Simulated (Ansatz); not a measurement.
# C₈H₁₆O₂: one species, many methods

An exercise on one series of results from a longer session: the logs are not shown, and one member is left open.

Program: Ansatz 0.2.0, Gaussian basis. Level of theory: functionals in def2-TZVPP, the program's frozen cores in correlated methods. These are calculated values, not measurements.

Plan: LDA (SPW92), PBE-D4, revPBE-D4, BLYP-D4, r2SCAN-D4, B97M-V, PBE0-D4, B3LYP-D4, r2SCANh-D4, r2SCAN0-D4, HSE06-D4, BHLYP-D4, CAM-B3LYP-D4, LC-ωPBE, ωB97X-V, ωB97M-V, B2PLYP, PBE-QIDH; CCSD(T)/def2-SVP; CCSD(T)/def2-TZVPP; MP2/def2-QZVPP; extrapolation to the limit; RPA on PBE.

### The geometry

An earlier PBE0-D4 in a triple-zeta def2 set relaxation fixed the geometry.

SMILES `CCCCC(=O)OC(C)C`, 26 atoms, charge 0, spin multiplicity 1.

Atoms are counted from 1 here; the program's logs count them from 0.

Bond lengths: C1–C2 1.518 Å, C1–H11 1.094 Å, C1–H12 1.094 Å, C1–H13 1.092 Å, C2–C3 1.520 Å, C2–H14 1.096 Å, C2–H15 1.096 Å, C3–C4 1.525 Å, C3–H16 1.095 Å, C3–H17 1.094 Å, C4–C5 1.505 Å, C4–H18 1.091 Å, C4–H19 1.095 Å, C5–O6 1.203 Å, C5–O7 1.340 Å, O7–C8 1.442 Å, C8–C9 1.509 Å, C8–C10 1.513 Å and more. Angles: C2–C1–H11 111.1°, C2–C1–H12 111.1°, C2–C1–H13 111.6°, H11–C1–H12 107.5°, H11–C1–H13 107.7°, H12–C1–H13 107.7°, C1–C2–C3 112.6°, C1–C2–H14 109.5°, C1–C2–H15 109.9°, C3–C2–H14 109.4°, C3–C2–H15 109.3°, H14–C2–H15 105.9°, C2–C3–C4 113.2°, C2–C3–H16 109.4°, C2–C3–H17 109.6°, C4–C3–H16 108.5°, C4–C3–H17 109.2°, H16–C3–H17 106.6° and more.

The first run:

in.yaml

```yaml
crystal:
  periodic: [false, false, false]
  atoms:
    - {symbol: C, position_ang: [-1.154504, -2.568905, -1.894464]}
    - {symbol: C, position_ang: [-1.347703, -1.126047, -1.463567]}
    - {symbol: C, position_ang: [-0.278233, -0.200923, -2.021277]}
    - {symbol: C, position_ang: [-0.464816, 1.254171, -1.604788]}
    - {symbol: C, position_ang: [-0.426164, 1.455056, -0.113987]}
    - {symbol: O, position_ang: [-1.290486, 1.984142, 0.534040]}
    - {symbol: O, position_ang: [0.708562, 0.971594, 0.408930]}
    - {symbol: C, position_ang: [0.869568, 1.070081, 1.838092]}
    - {symbol: C, position_ang: [2.356802, 1.070916, 2.096210]}
    - {symbol: C, position_ang: [0.148530, -0.078703, 2.507964]}
    - {symbol: H, position_ang: [-1.183230, -2.662654, -2.983799]}
    - {symbol: H, position_ang: [-0.188092, -2.953860, -1.556961]}
    - {symbol: H, position_ang: [-1.931979, -3.217504, -1.484999]}
    - {symbol: H, position_ang: [-1.345423, -1.068233, -0.369131]}
    - {symbol: H, position_ang: [-2.334829, -0.771382, -1.780926]}
    - {symbol: H, position_ang: [-0.285335, -0.253011, -3.115247]}
    - {symbol: H, position_ang: [0.709136, -0.544534, -1.699032]}
    - {symbol: H, position_ang: [-1.422898, 1.643734, -1.951936]}
    - {symbol: H, position_ang: [0.327748, 1.868972, -2.043033]}
    - {symbol: H, position_ang: [0.422915, 2.015975, 2.154027]}
    - {symbol: H, position_ang: [2.549766, 1.168805, 3.166438]}
    - {symbol: H, position_ang: [2.809685, 0.138982, 1.749511]}
    - {symbol: H, position_ang: [2.840764, 1.902584, 1.581542]}
    - {symbol: H, position_ang: [0.279733, -0.022848, 3.590895]}
    - {symbol: H, position_ang: [0.550327, -1.034700, 2.162597]}
    - {symbol: H, position_ang: [-0.919851, -0.041730, 2.292913]}
basis:
  gaussian: {orbitals: def2-TZVPP}
hamiltonian: {xc: lda}
output: {orbitals: {seedname: orbitals}}
```

On the command line:

```bash
ansatz run in.yaml --threads 4 --pin off --events-out ev --progress --plain --max-ram 66560MiB --backend cuda --devices 0, --max-vram 37GiB
```

Steps of the session up to this table: LDA; PBE-D4 (GGA); revPBE-D4 (GGA); BLYP-D4 (GGA); r2SCAN-D4 (meta-GGA); B97M-V (meta-GGA); B3LYP-D4 (hybrid); r2SCANh-D4 (hybrid); r2SCAN0-D4 (hybrid); HSE06-D4 (hybrid); BHLYP-D4 (hybrid); CAM-B3LYP-D4 (range-separated); LC-ωPBE (range-separated); ωB97X-V (range-separated); ωB97M-V (range-separated); B2PLYP (double hybrid); PBE-QIDH (double hybrid).

One of the session's tables, all rows but one given; the rest of the session is left out.

It belongs to the step «Orbital energies across the functionals». 

```
  functional  HOMO (eV)  gap (eV)
 LDA (SPW92)      -6.26      5.29
      PBE-D4      -6.05      5.36
   revPBE-D4      -5.96      5.38
     BLYP-D4      -5.96      5.38
   r2SCAN-D4          ?         ?
      B97M-V      -6.53      6.19
     PBE0-D4      -7.69      8.13
    B3LYP-D4      -7.44      7.60
  r2SCANh-D4      -6.99      6.99
  r2SCAN0-D4      -7.92      8.54
    HSE06-D4      -7.28      7.34
    BHLYP-D4      -9.29     10.86
CAM-B3LYP-D4      -9.18     10.77
     LC-ωPBE     -10.48     13.35
     ωB97X-V     -10.17     12.92
     ωB97M-V     -10.12     12.50
```

Q: Estimate the row for r2SCAN-D4 from the others.

Worked estimate for «HOMO (eV)». Against the share of exact exchange, r2SCANh-D4 (0.1, -6.99), r2SCAN0-D4 (0.25, -7.92) give a slope of -6.20 per unit share; at 0 the line stands at -6.37.

As computed: HOMO (eV): -6.37; gap (eV): 5.96. In «HOMO (eV)» the line misses by 0.00.
